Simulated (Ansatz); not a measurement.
# Se (hcp type): how the settings move a single-point run

How sensitive is a single-point run of Se (hcp type) to its settings? A reference run comes first, then one run with altered input.

Method: reference: DFT, PBEsol, all-electron LAPW, scalar-relativistic, in Ansatz 0.2.0.

4 further runs of the same task are left out: 1 for a known fault of the program, 2 that didn't finish, 1 set aside as unsound or not needed. Runs told in other sessions of the task aren't counted.

### Step 1. The system as given

Symmetry: P6_3/mmc, No. 194, hexagonal system. The conventional cell has a = 3.271 Å, b = 3.271 Å, c = 3.805 Å, α = 90.00°, β = 90.00°, γ = 120.00°. Se (site symmetry -6m2) has 6 Se at 2.68 Å in its first shell of neighbours.

Coordinates:

```cif
data_structure
_symmetry_space_group_name_H-M 'P 1'
_symmetry_Int_Tables_number 1
_cell_length_a 3.2709
_cell_length_b 3.2709
_cell_length_c 3.8050
_cell_angle_alpha 90.000
_cell_angle_beta 90.000
_cell_angle_gamma 120.000
_cell_volume 35.26
loop_
_atom_site_label
_atom_site_type_symbol
_atom_site_fract_x
_atom_site_fract_y
_atom_site_fract_z
_atom_site_occupancy
Se1 Se 0.33333 0.66667 0.25000 1
Se2 Se 0.66667 0.33333 0.75000 1
```

### Step 2. Baseline

input.yaml

```yaml
crystal:
  lattice:
    - [3.2709069151, 0.0, 0.0]
    - [-1.6354534576, 2.8326884818, 0.0]
    - [0.0, 0.0, 3.8050428559]
  atoms:
    - { symbol: Se, position: [0.3333333333, 0.6666666667, 0.25] }
    - { symbol: Se, position: [0.6666666667, 0.3333333333, 0.75] }
kpoints:
  mp_grid: { grid: [14, 14, 8] }
scf:
  occupations: { method: fermi_dirac, width: 0.1 }
hamiltonian:
  xc: pbesol
  pseudopotentials: { kind: all_electron, lapw: { basis_error: 0.001 } }
output:
  forces: true
  stress: true
  eigenvalues: true
  populations: true
```

On the command line:

```
$ ansatz run input.yaml --threads 1 --pin off --max-ram 2048MiB --backend cpu --events-out ev --progress --plain --runs-dir out
```

### Step 3. Changing settings: mp_grid.grid [7, 7, 4], dr2_threshold 1.0e-09

input.yaml: that of step 2 with these lines changed.

```diff
@@ -9,5 +9,6 @@
 kpoints:
-  mp_grid: { grid: [14, 14, 8] }
+  mp_grid: { grid: [7, 7, 4] }
 scf:
   occupations: { method: fermi_dirac, width: 0.1 }
+  convergence: { dr2_threshold: 1.0e-09 }
 hamiltonian:
```

Before running it: what results should come out? Wanted: for each run, ending; energy change; pressure; gap; force.

As calculated:

```tsv
run	ending	energy change	pressure (GPa)	gap (eV)	force (eV/Å)	cycles	time
reference	converged	0	16.3	0.00	0.00	8	28 s
1: mp_grid.grid [7, 7, 4], dr2_threshold 1.0e-09	converged	+25.4 meV/atom	16.5	0.00	0.00	8	6.4 s
```

Residual by cycle in the longest SCF loop of each run; runs are numbered as in the table. The quantity is the density residual dr2, in eV.

```tsv
cycle	reference	run 1
1	0.0171	0.0152
2	0.00863	0.00642
3	0.00121	4.2e-4
4	3.7e-4	8.9e-5
5	4.4e-5	5.1e-6
6	5.4e-6	2.8e-7
7	1.6e-7	8.9e-9
8	6.4e-9	8.8e-11
```

What this shows: Changing the k-point mesh and convergence setting moves the energy by +25.4 meV/atom. Sampling errors of the energy have no fixed sign. The other settings changed steer the path, not the converged energy, so the shift is the mesh's. Cost: 6.4 s against 28 s. Semilocal functionals close small gaps, so the missing gap need not be the real solid's. The structure is not at rest: the sound run finds 16 GPa, so these are no properties of the relaxed crystal. 
